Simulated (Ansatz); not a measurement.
# FH₂InO: a ladder of functionals and wavefunction methods

Aim: compute FH₂InO with functionals from several rungs and with coupled cluster. The yardstick is the atomisation energy at the CCSD(T) limit.

Computed with Ansatz 0.2.0, Gaussian basis. Level: functionals in def2-TZVPP, the program's frozen cores in correlated methods.

The runs, in order: PBE-D4, r2SCAN-D4, PBE0-D4, B3LYP-D4, ωB97X-V, ωB97M-V, B2PLYP; CCSD(T)/def2-TZVPP; CCSD(T)/def2-QZVPP; extrapolation to the limit.

## (1) The geometry

All runs share one geometry, relaxed beforehand with PBE0-D4 in a triple-zeta def2 set. In takes the def2 core potential; no spin-orbit term is included.

5 atoms, charge 0, spin multiplicity 1.

Atoms are counted from 1 here; the program's logs count them from 0.

Bond lengths: O1–In2 1.966 Å, O1–H4 0.960 Å, In2–F3 1.944 Å, In2–H5 1.691 Å. Angles: In2–O1–H4 113.7°, O1–In2–F3 106.4°, O1–In2–H5 133.9°, F3–In2–H5 119.7°.

## (2) PBE-D4 (GGA)

in.yaml reads:

```yaml
crystal:
  periodic: [false, false, false]
  atoms:
    - {symbol: O, position_ang: [-1.119077, -0.824187, 0.405427]}
    - {symbol: In, position_ang: [0.434136, 0.272018, -0.097081]}
    - {symbol: F, position_ang: [1.826729, -0.123608, 1.199882]}
    - {symbol: H, position_ang: [-1.876145, -0.708193, -0.173566]}
    - {symbol: H, position_ang: [0.734367, 1.383960, -1.334661]}
basis:
  gaussian: {orbitals: def2-TZVPP}
hamiltonian: {xc: pbe, dispersion: d4}
output: {forces: true, orbitals: {seedname: orbitals}}
```

The run is started by

```bash
$ ansatz run in.yaml --threads 2 --pin off --events-out ev --progress --plain --max-ram 32768MiB --backend cpu
```

Further steps of the session: r2SCAN-D4 (meta-GGA); PBE0-D4 (hybrid); B3LYP-D4 (hybrid); ωB97X-V (range-separated); ωB97M-V (range-separated); B2PLYP (double hybrid); CCSD(T) in def2-TZVPP; CCSD(T) in def2-QZVPP.

**Question.** What will the summary of the whole plan be? Wanted: atomisation energy, CCSD(T)/CBS; farthest; mean size of error, hybrid; mean size of error, range-separated; gap, smallest and largest; T1 diagnostic; triples share of the correlation energy.

The runs gave:

```
                               quantity                                 value
        atomisation energy, CCSD(T)/CBS                         1462.0 kJ/mol
 functionals within 14.6 kJ/mol (1.0 %)                                PBE-D4
                               farthest                PBE0-D4 (-62.4 kJ/mol)
             mean size of error, hybrid                           57.1 kJ/mol
    mean size of error, range-separated                           19.2 kJ/mol
              gap, smallest and largest  4.92 eV (PBE-D4), 11.81 eV (ωB97X-V)
                          T1 diagnostic                                0.0172
triples share of the correlation energy                                 3.1 %
```

PBE-D4 is off by -2.6 kJ/mol. Double hybrids carry the basis error of their MP2 part in triple zeta, and no dispersion term here, so their miss is partly the set-up's. Misses under about 14.6 kJ/mol are within the doubt on the reference itself, which lacks core-valence correlation, spin-orbit coupling and higher excitations, and its outer-core shells are covered unevenly. All levels share the lack of spin-orbit coupling, which lowers the free heavy atoms and so the true binding. Hartree-Fock recovers 63 % of the binding; the rest is correlation. The gap grows from 4.9 to 11.8 eV across the functionals, mostly with the share of exact exchange. Correlated methods include outer-core shells of In, which these sets cover unevenly.
